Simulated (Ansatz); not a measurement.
Crystal: NaLaMnMoO6.

```
Na La Mn Mo O
1.0
     5.10934   -0.00669    0.01056
    -0.23945    5.68925    0.00703
    -0.92899   -2.82542    5.11884
Na La Mn Mo O
1 1 1 1 6
Direct
  0.40776 0.38086 0.07519
  0.03690 0.66325 0.68598
  0.44271 0.04268 0.40638
  0.90251 0.96387 0.30442
  0.73627 0.69569 0.99417
  0.72288 0.91846 0.55299
  0.70112 0.27368 0.37292
  0.19224 0.75325 0.36660
  0.17926 0.03365 0.11672
  0.20034 0.27462 0.63197
```

The cell was built by a generator and needn't be a form met in nature.

Base run:

| Quantity | Value |
| --- | --- |
| Program | Ansatz 0.2.0 |
| Functional | PBE |
| Potentials or basis | Ansatz PAW |
| Cutoff | 420 eV (not typed: the program's choice for these potentials) |
| k mesh | 6 × 6 × 5 |
| Occupations | fermi-dirac, width 0.05 eV |
| Spin | collinear spin, ferromagnetic start |
| Starting moments | [0.0, 0.0, 4.0, 1.0, 0.0, 0.0, 0.0, 0.0, 0.0, 0.0] μB |
| Hubbard terms | La f U = 2 eV, Mn d U = 2 eV, Mo d U = 2 eV |

Its results: band gap on the k mesh 1.29 eV, indirect (least direct gap 1.46 eV); pressure 1.8 GPa; net moment 3.00 μB per cell; site moments Na +0.00; La +0.01; Mn +2.94; Mo -0.29; O +0.03, -0.02, -0.01, +0.08 μB; largest force 0.678 eV/Å.

After a change of settings the same cell gave: band gap on the k mesh 1.82 eV, direct; pressure 5.1 GPa; net moment 3.00 μB per cell; site moments Na +0.00; La +0.00; Mn +3.29; Mo -0.42; O +0.05, -0.04, -0.05, -0.06, +0.06 μB; largest force 1.821 eV/Å. Which change was it?
A. functional from PBE to revPBE; hubbard terms from La f U = 2 eV, Mn d U = 2 eV, Mo d U = 2 eV to none; hubbard projectors from ortho-atomic (the default) to none
B. hubbard terms from La f U = 2 eV, Mn d U = 2 eV, Mo d U = 2 eV to La f U = 8 eV, Mn d U = 8 eV, Mo d U = 8 eV
C. hubbard terms from La f U = 2 eV, Mn d U = 2 eV, Mo d U = 2 eV to La f U = 6 eV, Mn d U = 6 eV, Mo d U = 6 eV

C.

Caveats: the magnetic or orbital state may not be the lowest; odd divisions of the mesh miss points on the zone boundary, where band edges often lie, so the gap on the mesh can be too wide; spin-orbit coupling is left out, which moves the levels of the heavy elements; a cell with one magnetic atom can't hold antiferromagnetic order, which such compounds often take; the starting moments weren't kept; forces of over 1 eV/Å show positions far from the minimum, so gaps and moduli don't describe the material at rest (some runs).
